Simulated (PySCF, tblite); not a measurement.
**C5H8NSi2 radical: geometry, infrared bands and EPR parameters**

Aim: predict the infrared bands and EPR parameters of C5H8NSi2 radical (`N#CC#C[SiH2][CH]C[SiH3]`).

Programs: tblite 0.8.0 and PySCF 2.14.0, with density-fitted response routines of our own. Each step states its level of theory. These are calculated values for one molecule in the gas phase, unless marked as measured. Atoms are numbered from 0 throughout.

### 1 Starting geometry

16 atoms, charge 0, multiplicity 2; geometry from: force field or distance geometry start.

Bonds of the start (Å): N0–C1 1.18, C1–C2 1.52, C2–C3 1.22, C3–Si4 1.85, Si4–C5 1.82, C5–C6 1.49, C6–Si7 1.88, Si4–H8 1.49, Si4–H9 1.48, C5–H10 1.08, C6–H11 1.10, C6–H12 1.09, Si7–H13 1.49, Si7–H14 1.49, Si7–H15 1.49.

### 2 Relaxing the molecule with GFN2-xTB

The job: settings as JSON, then the geometry in Å.

```
{"job": {"kind": "relax", "xc": "GFN2-xTB", "basis": "xTB"}, "charge": 0, "multiplicity": 2}
N      3.884600    -1.426400     3.213900
C      3.317300    -1.051800     2.254000
C      2.597800    -0.570100     0.999500
C      2.014600    -0.178600     0.003200
Si     1.108300     0.399100    -1.499400
C     -0.530700     1.075200    -1.076600
C     -1.727100     0.210800    -0.850200
Si    -2.079800    -0.248500     0.943600
H      1.899200     1.453600    -2.185900
H      0.923100    -0.727900    -2.446100
H     -0.606000     2.151000    -0.983900
H     -2.606700     0.737200    -1.236300
H     -1.657300    -0.713100    -1.425100
H     -0.951500    -1.044700     1.489900
H     -2.267200     0.980700     1.762900
H     -3.326200    -1.069600     1.025200
```

On the command line:

```console
$ OMP_NUM_THREADS=1 python probes_run.py task.json out
```

This one command runs all jobs of the session in turn.

The program printed:

```text
step      E/eV     max force
  0    -570.17727    3.904
  1    -570.48491    5.168
  2    -570.48339    6.112
  3    -570.67256    3.242
  4    -570.67931    2.975
  5    -570.74879    0.673
  6    -570.76262    0.394
  7    -570.78308    0.740
  8    -570.79250    0.429
  9    -570.80308    0.490
 10    -570.81294    0.314
 11    -570.81964    0.274
 12    -570.82391    0.162
 13    -570.82683    0.167
 14    -570.82860    0.130
 15    -570.82974    0.102
 16    -570.83069    0.110
 17    -570.83180    0.112
 18    -570.83282    0.093
 19    -570.83360    0.070
 20    -570.83428    0.074
 21    -570.83500    0.091
 22    -570.83565    0.080
 23    -570.83610    0.058
 24    -570.83648    0.057
 25    -570.83694    0.069
 26    -570.83755    0.089
 27    -570.83820    0.079
 28    -570.83873    0.057
 29    -570.83912    0.055
 30    -570.83941    0.049
 31    -570.83960    0.041
 32    -570.83973    0.032
 33    -570.83986    0.037
 34    -570.84003    0.048
 35    -570.84020    0.044
 36    -570.84030    0.020
 37    -570.84035    0.016
 38    -570.84039    0.024
 39    -570.84045    0.036
 40    -570.84053    0.033
 41    -570.84060    0.019
 42    -570.84064    0.016
 43    -570.84070    0.028
 44    -570.84077    0.037
 45    -570.84085    0.032
 46    -570.84092    0.017
 47    -570.84096    0.017
 48    -570.84101    0.026
 49    -570.84112    0.046
 50    -570.84132    0.063
 51    -570.84159    0.063
 52    -570.84181    0.036
 53    -570.84193    0.027
 54    -570.84201    0.033
 55    -570.84214    0.041
 56    -570.84235    0.051
 57    -570.84258    0.039
 58    -570.84275    0.025
 59    -570.84287    0.026
 60    -570.84300    0.040
 61    -570.84325    0.058
 62    -570.84360    0.061
 63    -570.84394    0.044
 64    -570.84414    0.032
 65    -570.84425    0.022
 66    -570.84435    0.029
 67    -570.84447    0.027
 68    -570.84456    0.022
 69    -570.84462    0.016
 70    -570.84467    0.016
 71    -570.84474    0.023
 72    -570.84483    0.025
 73    -570.84492    0.023
 74    -570.84496    0.020
 75    -570.84498    0.019
 76    -570.84500    0.018
 77    -570.84505    0.020
 78    -570.84511    0.023
 79    -570.84516    0.014
 80    -570.84519    0.011
 81    -570.84521    0.013
 82    -570.84524    0.020
 83    -570.84530    0.023
 84    -570.84537    0.022
 85    -570.84543    0.026
 86    -570.84548    0.023
 87    -570.84554    0.030
 88    -570.84560    0.030
 89    -570.84564    0.016
 90    -570.84566    0.012
 91    -570.84567    0.010
 92    -570.84569    0.014
 93    -570.84571    0.016
 94    -570.84572    0.012
 95    -570.84573    0.005
```

Run time: 0.59 s. Hardware: 1 thread of Arm Neoverse V2, shared host.

The steps of the relaxation: (not every step is listed) (the energy doesn't fall at every step)

| step | energy from step 0 (eV) | largest force (eV/Å) |
| --- | --- | --- |
| 0 | 0.0000 | 3.9036 |
| 1 | -0.3076 | 5.1677 |
| 2 | -0.3061 | 6.1122 |
| 3 | -0.4953 | 3.2424 |
| 4 | -0.5020 | 2.9750 |
| 5 | -0.5715 | 0.6727 |
| 6 | -0.5853 | 0.3937 |
| 7 | -0.6058 | 0.7405 |
| 8 | -0.6152 | 0.4291 |
| 16 | -0.6534 | 0.1101 |
| 24 | -0.6592 | 0.0572 |
| 32 | -0.6625 | 0.0318 |
| 40 | -0.6633 | 0.0331 |
| 48 | -0.6637 | 0.0261 |
| 56 | -0.6651 | 0.0512 |
| 64 | -0.6669 | 0.0320 |
| 72 | -0.6676 | 0.0247 |
| 80 | -0.6679 | 0.0114 |
| 88 | -0.6683 | 0.0300 |
| 90 | -0.6684 | 0.0124 |
| 91 | -0.6684 | 0.0105 |
| 92 | -0.6684 | 0.0137 |
| 93 | -0.6684 | 0.0156 |
| 94 | -0.6685 | 0.0116 |
| 95 | -0.6685 | 0.0052 |

Distances of close pairs at the start and the end, largest changes first:

| bond | before (Å) | after (Å) | change (Å) |
| --- | --- | --- | --- |
| C1–C2 | 1.524 | 1.362 | -0.163 |
| C6–Si7 | 1.885 | 1.943 | +0.058 |
| C5–C6 | 1.493 | 1.456 | -0.037 |
| Si7–H15 | 1.495 | 1.464 | -0.031 |
| Si7–H14 | 1.489 | 1.462 | -0.027 |
| Si7–H13 | 1.485 | 1.459 | -0.026 |
| N0–C1 | 1.176 | 1.151 | -0.025 |
| Si4–C5 | 1.823 | 1.847 | +0.024 |

The final coordinates are the input of the step that follows.

### 3 Vibrational analysis with GFN2-xTB

The job: settings as JSON, then the geometry in Å.

```
{"job": {"kind": "ir", "xc": "GFN2-xTB", "basis": "xTB"}, "charge": 0, "multiplicity": 2}
N      3.475072    -1.345230     3.177568
C      3.015184    -0.986223     2.185569
C      2.463057    -0.565502     1.014263
C      1.988817    -0.209643    -0.045554
Si     1.106041     0.398575    -1.572448
C     -0.557804     1.045103    -1.098588
C     -1.735798     0.215854    -0.887241
Si    -1.888021    -0.264796     0.988704
H      1.944678     1.463878    -2.127833
H      0.998308    -0.775820    -2.447235
H     -0.668422     2.089518    -0.841243
H     -2.656207     0.744442    -1.142415
H     -1.689204    -0.710299    -1.459426
H     -0.696675    -1.021475     1.359332
H     -2.006442     0.972410     1.758691
H     -3.100181    -1.074002     1.126446
```

The program printed:

```text
mode    cm-1     km/mol
  1      24.5      0.62
  2      34.5      0.80
  3      84.0      0.48
  4     102.1      1.82
  5     129.2      0.10
  6     152.1      1.72
  7     219.3      4.90
  8     224.1      1.23
  9     262.9     10.92
 10     291.7     24.30
 11     470.6     15.88
 12     485.7     36.76
 13     488.5     19.99
 14     499.7     15.13
 15     502.0     19.86
 16     528.8     87.24
 17     534.9     58.30
 18     594.8      4.81
 19     656.5     27.94
 20     701.6    172.19
 21     738.3     34.19
 22     753.6    502.91
 23     766.4    180.97
 24     773.0    254.70
 25     784.5    194.25
 26     840.9      4.75
 27    1039.7     40.42
 28    1078.6     20.38
 29    1132.5     53.38
 30    1198.0      3.45
 31    1312.3      5.17
 32    1458.4      3.91
 33    2208.3    300.14
 34    2225.0     42.04
 35    2238.5    315.59
 36    2264.5    294.99
 37    2285.0    254.63
 38    2311.5    238.05
 39    2336.6    324.03
 40    2946.8     41.85
 41    2978.5     27.26
 42    3052.6     38.69
```

Wall time 0.53 s (1 thread of Arm Neoverse V2, shared host).

The strongest bands and the atoms that carry them (share of the mass-weighted mode):

| cm⁻¹ | km/mol | atoms |
| --- | --- | --- |
| 754 | 502.9 | H8 21 %, H9 20 %, H13 16 %, Si4 11 % |
| 773 | 254.7 | H15 48 %, H14 41 % |
| 2208 | 300.1 | H9 93 % |
| 2238 | 315.6 | H8 91 % |
| 2264 | 295.0 | H15 97 % |
| 2285 | 254.6 | H14 96 % |
| 2312 | 238.1 | H13 96 % |
| 2337 | 324.0 | C1 58 %, N0 33 % |

### 4 g tensor and hyperfine couplings: B3LYP/pcH-1

Settings changed since step 3:

```diff
@@ -1,2 +1,2 @@
-{"job": {"kind": "ir", "xc": "GFN2-xTB", "basis": "xTB"}, "charge": 0, "multiplicity": 2}
+{"job": {"kind": "epr", "basis": "pcH-1"}, "charge": 0, "multiplicity": 2}
 N      3.475072    -1.345230     3.177568
```

Level: UKS B3LYP, pcH-1 on C H N Si, non-relativistic, mean-field spin-orbit, GIAO.

The program printed:

```text
UKS, coarse grid
  cycle   1  E = -828.93177721  |g| = 3.90e-01
  cycle   2  E = -828.79892295  |g| = 6.69e-01
  cycle   3  E = -828.98397703  |g| = 1.90e-01
  cycle   4  E = -828.99874500  |g| = 5.56e-02
  cycle   5  E = -829.00004702  |g| = 2.58e-02
  cycle   6  E = -829.00035177  |g| = 1.22e-02
  cycle   7  E = -829.00042667  |g| = 2.93e-03
  cycle   8  E = -829.00043289  |g| = 1.12e-03
  cycle   9  E = -829.00043376  |g| = 4.11e-04
UKS, final grid
  cycle   1  E = -829.00047724  |g| = 5.35e-04
  cycle   2  E = -829.00047695  |g| = 9.66e-04
  cycle   3  E = -829.00047736  |g| = 2.33e-04
  cycle   4  E = -829.00047738  |g| = 3.01e-05
  cycle   5  E = -829.00047738  |g| = 1.93e-05
E = -829.00047738 Eh   <S^2> = 0.7537 (exact 0.7500)
g shifts (ppm)      1          2          3
  rmc          -141       -141       -141
  gc              1         30         26
  oz_so        -199        326        843
  total        -339        215        728
hyperfine (MHz)  atom isotope    a_iso     a_fc   dipolar eigenvalues
    0   14N       0.18       0.18     -0.43     -0.34      0.76
    1   13C      -0.81      -0.81     -0.66     -0.09      0.76
    2   13C       5.99       6.00     -2.40     -0.97      3.37
    3   13C      57.40      57.41     -2.90     -1.55      4.44
    4  29Si      37.55      37.59     -4.01     -0.11      4.12
    5   13C      73.43      73.56    -68.69    -67.65    136.34
    6   13C     -24.45     -24.46     -5.78     -1.52      7.30
    7  29Si    -127.74    -127.88    -23.71     11.02     12.69
    8    1H      10.82      10.82     -3.37     -2.43      5.80
    9    1H      15.05      15.05     -3.01     -2.48      5.49
   10    1H     -51.87     -51.88    -32.64     -0.44     33.08
   11    1H      65.14      65.14     -4.57     -3.62      8.18
   12    1H      29.52      29.52     -3.95     -3.62      7.57
   13    1H      -3.44      -3.44     -2.98     -1.48      4.46
   14    1H      -3.48      -3.48     -2.89     -1.60      4.49
   15    1H      30.69      30.69     -2.25     -0.93      3.19
```

It took 89 s on 1 thread of Arm Neoverse V2, shared host; peak memory 1.1 GiB.

Principal g values 2.00198, 2.00253, 2.00305; g(iso) = 2.00252, against 2.00232 for a free electron.

Mean a(iso) over the nuclei that a row names, and the largest dipolar term of the row (other rows stand at the frozen geometry):

| nuclei | isotope | a(iso) (MHz) | a(iso) (G, at g = 2.0023) | largest dipolar term (MHz) |
| --- | --- | --- | --- | --- |
| Si7 | 29Si | -127.7 | -45.6 | -23.7 |
| C5 | 13C | 73.4 | 26.2 | 136.3 |
| C3 | 13C | 57.4 | 20.5 | 4.4 |
| H10 | 1H | -51.9 | -18.5 | 33.1 |
| H11, H12 | 1H | 47.3 | 16.9 | 8.2 |
| Si4 | 29Si | 37.5 | 13.4 | 4.1 |
| C6 | 13C | -24.5 | -8.7 | 7.3 |
| H8, H9 | 1H | 12.9 | 4.6 | 5.8 |
| H13, H14, H15 | 1H | 7.9 | 2.8 | 4.5 |
| C2 | 13C | 6.0 | 2.1 | 3.4 |
| C1 | 13C | -0.8 | -0.3 | 0.8 |
| N0 | 14N | 0.2 | 0.1 | 0.8 |

Mulliken spin populations:

N0 0.01; C1 0.00; C2 0.02; C3 0.01; Si4 0.00; C5 0.92; C6 -0.05; Si7 0.07; H8 0.00; H9 0.01; H10 -0.04; H11 0.02; H12 0.01; H13 0.00; H14 0.00; H15 0.02

In first order the couplings over 0.8 MHz of 1H give 72 distinct lines over 70.0 G, if the averaged nuclei exchange fast.

The fields below are evaluated on a grid from the run's orbitals.

ELF in a plane through or near 8 of the atoms.

Values, 10 rows by 14 columns:
```
0.00 0.00 0.00 0.00 0.00 0.00 0.00 0.00 0.00 0.00 0.00 0.00 0.00 0.00
0.00 0.00 0.00 0.00 0.00 0.04 0.38 0.07 0.00 0.00 0.00 0.00 0.00 0.00
0.00 0.00 0.00 0.00 0.00 0.43 0.98 0.55 0.03 0.01 0.00 0.00 0.00 0.00
0.00 0.00 0.00 0.03 0.29 0.48 0.40 0.13 0.74 0.27 0.00 0.00 0.00 0.00
0.00 0.00 0.01 0.17 0.80 0.54 0.79 0.83 0.80 0.52 0.88 0.02 0.00 0.00
0.00 0.03 0.38 0.63 0.31 0.82 0.12 0.04 0.80 0.81 0.98 0.05 0.00 0.00
0.00 0.41 0.72 0.82 0.56 0.06 0.69 0.96 0.84 0.30 0.01 0.00 0.00 0.00
0.00 0.28 0.92 0.66 0.15 0.00 0.85 0.74 0.31 0.90 0.38 0.00 0.00 0.00
0.00 0.00 0.01 0.00 0.00 0.00 0.00 0.01 0.06 0.25 0.03 0.00 0.00 0.00
0.00 0.00 0.00 0.00 0.00 0.00 0.00 0.00 0.00 0.00 0.00 0.00 0.00 0.00
```
The map spans 14.4 Å across and 11.4 Å up, centred on the molecule. Atoms in the plane (x, y in Å): N0 (-4.6, -1.7), C1 (-3.7, -0.9), C2 (-2.7, 0.0), C3 (-1.8, 0.8), Si4 (-0.4, 1.9), C6 (1.9, 0.1), Si7 (1.3, -1.7), H11 (3.0, 0.1).

On the surface of density 0.002 e/bohr³ the electrostatic potential runs, from the 1st to the 99th percentile, from -1.61 V near N0 to 1.36 V near H9.

The spin density lies nearest to C5 62 %; H10 9 %.

### 5 Summary of results

| quantity | value |
| --- | --- |
| strongest single infrared mode (GFN2-xTB) | 754 cm⁻¹, 503 km/mol |
| zero-point energy (GFN2-xTB) | 62.5 kcal/mol |
| g(iso) (B3LYP) | 2.00252 |
| ⟨S²⟩ | 0.754 (exact 0.75) |
| largest a(iso) (averaged by class) | 29Si on Si7, -127.7 MHz |
| surface potential, 1st and 99th percentile | -1.61 V and 1.36 V |

In words: The optimisation took 95 steps and gained 0.668 eV; among the close pairs (by a distance rule), C1–C2 changed most, from 1.524 to 1.362 Å. All 42 modes are real, so the xTB geometry is a minimum. The strongest single mode, at 754 cm⁻¹, is spread over several atoms, H8, H9, H13, Si4 among them. Unscaled tight-binding wavenumbers are off by several per cent, some by more. Its intensities can rank the bands wrongly. Most of the unpaired spin sits on C5 (0.92 e). The isotropic g lies 0.2 ppt above the free-electron value.
